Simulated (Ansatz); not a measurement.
**SiH₃F + H₂O + H₂O: a complex and its separated parts**

Aim: how far the complex at one end of a reaction step lies below its separated, relaxed parts, level by level.

Method: PBE0-D4/def2-TZVP structures, single points in def2-TZVPP, no counterpoise correction; program: Ansatz 0.2.0, Gaussian basis.

Levels: SPW92, PBE-D4, BLYP-D4, r2SCAN-D4, B97M-V, PBE0-D4, B3LYP-D4, r2SCAN0-D4, BHLYP-D4, CAM-B3LYP-D4, wB97X-V, wB97M-V, B2PLYP, PBE-QIDH, RPA on PBE, Hartree-Fock, MP2, CCSD, CCSD(T).

Correlated methods freeze the cores. B3LYP uses VWN-RPA correlation. B2PLYP carries no dispersion term here.

114 further runs of the same task are left out: 1 that didn't finish, 113 set aside as unsound or not needed.

### 1 The system as given

The complex: 11 atoms, charge 0, spin multiplicity 1.

Atoms are counted from 1 here; the program's logs count them from 0.

Bond lengths: Si1–F2 1.619 Å, Si1–H3 1.477 Å, Si1–H4 1.487 Å, Si1–H5 1.475 Å, H6–O7 0.974 Å, O7–H10 0.959 Å, H8–O9 0.965 Å, O9–H11 0.960 Å. Angles: F2–Si1–H3 110.2°, F2–Si1–H4 103.8°, F2–Si1–H5 110.2°, H3–Si1–H4 108.6°, H3–Si1–H5 114.2°, H4–Si1–H5 109.3°, H6–O7–H10 105.6°, H8–O9–H11 105.9°.

Coordinates:

```xyz
11
charge 0, multiplicity 1
Si   -0.74416    0.26512   -1.61732
F    -0.87391   -0.91685   -0.51874
H     0.63716    0.32966   -2.13628
H    -1.64388   -0.17375   -2.71745
H    -1.24063    1.53672   -1.05978
H     0.90051    0.40461    1.18880
O     0.96757    1.10823    0.51921
H    -0.14831   -1.40091    1.25396
O     0.41302   -1.17822    2.00702
H     1.90119    1.17705    0.31066
H    -0.16856   -1.15177    2.76984
```

Its parts: SiH₃F holds atoms 1, 2, 3, 4, 5; H₂O holds atoms 6, 7, 10; H₂O holds atoms 8, 9, 11. Each part counts its atoms afresh in its own runs.

### 2 Relaxing SiH₃F alone

File relax-a/in.yaml:

```yaml
crystal:
  periodic: [false, false, false]
  atoms:
    - {symbol: Si, position_ang: [-0.744155, 0.265122, -1.617317]}
    - {symbol: F, position_ang: [-0.873909, -0.916848, -0.518743]}
    - {symbol: H, position_ang: [0.637156, 0.329663, -2.136283]}
    - {symbol: H, position_ang: [-1.643876, -0.173748, -2.717452]}
    - {symbol: H, position_ang: [-1.240626, 1.536716, -1.059784]}
basis:
  gaussian: {orbitals: def2-TZVP}
hamiltonian: {xc: pbe0, dispersion: d4}
relax: {f_tol: 0.005, max_steps: 200}
```

The run is started by

```sh
$ ansatz run in.yaml --threads 4 --pin off --events-out ev --progress --plain --max-ram 9574MiB
```

Further steps of the session: Relaxing H₂O alone; Relaxing H₂O alone; SPW92/def2-TZVPP; PBE-D4/def2-TZVPP; BLYP-D4/def2-TZVPP; r2SCAN-D4/def2-TZVPP; B97M-V/def2-TZVPP; PBE0-D4/def2-TZVPP; B3LYP-D4/def2-TZVPP; r2SCAN0-D4/def2-TZVPP; BHLYP-D4/def2-TZVPP; CAM-B3LYP-D4/def2-TZVPP; wB97X-V/def2-TZVPP; wB97M-V/def2-TZVPP; B2PLYP/def2-TZVPP; PBE-QIDH/def2-TZVPP; RPA on PBE/def2-TZVPP; CCSD(T)/def2-TZVPP; Vibrations of SiH₃F; Vibrations of H₂O; Vibrations of H₂O.

What does the calculation give? Wanted: complex less parts, CCSD(T)/def2-TZVPP; with zero-point energy; largest T1 diagnostic.

As calculated:

```
                              quantity           value
complex less parts, CCSD(T)/def2-TZVPP  -11.7 kcal/mol
                with zero-point energy   -7.6 kcal/mol
                 largest T1 diagnostic           0.011
```

**Reading.** At CCSD(T) the complex lies 11.7 kcal/mol below its parts. Among the functionals PBE-QIDH lands nearest to CCSD(T) (0.0 kcal/mol) and SPW92 farthest (-9.1 kcal/mol). Mean unsigned error by rung: LDA 9.1, GGA 1.8, meta-GGA 1.5, hybrid 1.4, range-separated hybrid 1.7, double hybrid 0.3 kcal/mol. PBE-D4 gives a relative energy 2.2 kcal/mol too low, outside chemical accuracy (1 kcal/mol). No counterpoise was applied, and triple zeta lacks some correlation, so the CCSD(T) reference has a basis error of its own, and close matches with it are partly luck.
